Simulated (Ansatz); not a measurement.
# FGeH₅O₂Si: how energies converge with the basis set

How large a basis does FGeH₅O₂Si need? Two functionals are run in growing sets.

Computed with Ansatz 0.2.0, Gaussian basis. Level: one geometry, several basis sets.

The runs, in order: PBE0-D4/def2-SVP; ωB97M-V/def2-SVP; PBE0-D4/def2-QZVPP; ωB97M-V/def2-QZVPP; the functionals' def2-TZVPP values are taken from earlier runs.

## Step 1: The relaxed structure

All runs share one geometry, relaxed beforehand with PBE0-D4 in a triple-zeta def2 set.

SMILES `O[SiH](F)[O][GeH3]`, 10 atoms, charge 0, spin multiplicity 1.

Atoms are counted from 1 here; the program's logs count them from 0.

Bond lengths: O1–Si2 1.633 Å, O1–H6 0.958 Å, Si2–F3 1.596 Å, Si2–O4 1.604 Å, Si2–H7 1.472 Å, O4–Ge5 1.786 Å, Ge5–H8 1.534 Å, Ge5–H9 1.535 Å, Ge5–H10 1.532 Å. Angles: Si2–O1–H6 118.8°, O1–Si2–F3 108.1°, O1–Si2–O4 108.1°, O1–Si2–H7 113.2°, F3–Si2–O4 111.1°, F3–Si2–H7 106.4°, O4–Si2–H7 109.9°, Si2–O4–Ge5 134.6°, O4–Ge5–H8 107.6°, O4–Ge5–H9 108.6°, O4–Ge5–H10 104.9°, H8–Ge5–H9 111.7°, H8–Ge5–H10 111.8°, H9–Ge5–H10 111.8°.

## Step 2: PBE0-D4 in def2-SVP

The input, in.yaml:

```yaml
crystal:
  periodic: [false, false, false]
  atoms:
    - {symbol: O, position_ang: [-1.635457, 0.649421, 0.560899]}
    - {symbol: Si, position_ang: [-0.096712, 1.192909, 0.613362]}
    - {symbol: F, position_ang: [0.434727, 1.031793, 2.109279]}
    - {symbol: O, position_ang: [0.776844, 0.316721, -0.407612]}
    - {symbol: Ge, position_ang: [0.705184, -1.370034, -0.990857]}
    - {symbol: H, position_ang: [-2.231286, 0.883298, 1.273387]}
    - {symbol: H, position_ang: [0.025617, 2.621295, 0.280960]}
    - {symbol: H, position_ang: [-0.353713, -1.433480, -2.098569]}
    - {symbol: H, position_ang: [0.347478, -2.282577, 0.190458]}
    - {symbol: H, position_ang: [2.110417, -1.660346, -1.528407]}
basis:
  gaussian: {orbitals: def2-SVP}
hamiltonian: {xc: pbe0, dispersion: d4}
output: {orbitals: {seedname: orbitals}}
```

Started as:

```sh
ansatz run in.yaml --threads 4 --pin off --events-out ev --progress --plain --max-ram 10444MiB
```

After this run come: ωB97M-V in def2-SVP; PBE0-D4 in def2-QZVPP; ωB97M-V in def2-QZVPP.

Before running them: what should the planned runs give, taken together? Wanted: PBE0-D4: double and triple zeta above quadruple; ωB97M-V: double and triple zeta above quadruple.

**Answer**, as computed:

| quantity | value |
| --- | --- |
| PBE0-D4: double and triple zeta above quadruple | 20.93, 1.93 eV |
| ωB97M-V: double and triple zeta above quadruple | 21.01, 1.85 eV |

In words: PBE0-D4 gains 19.00 eV from double to triple zeta, then 1.93 eV more. Total energies overstate the basis error of differences, where much of it tends to cancel. The LUMO of ωB97M-V is positive and keeps falling with the basis (2.25 to 1.36 eV): an unbound level that the basis holds in place.
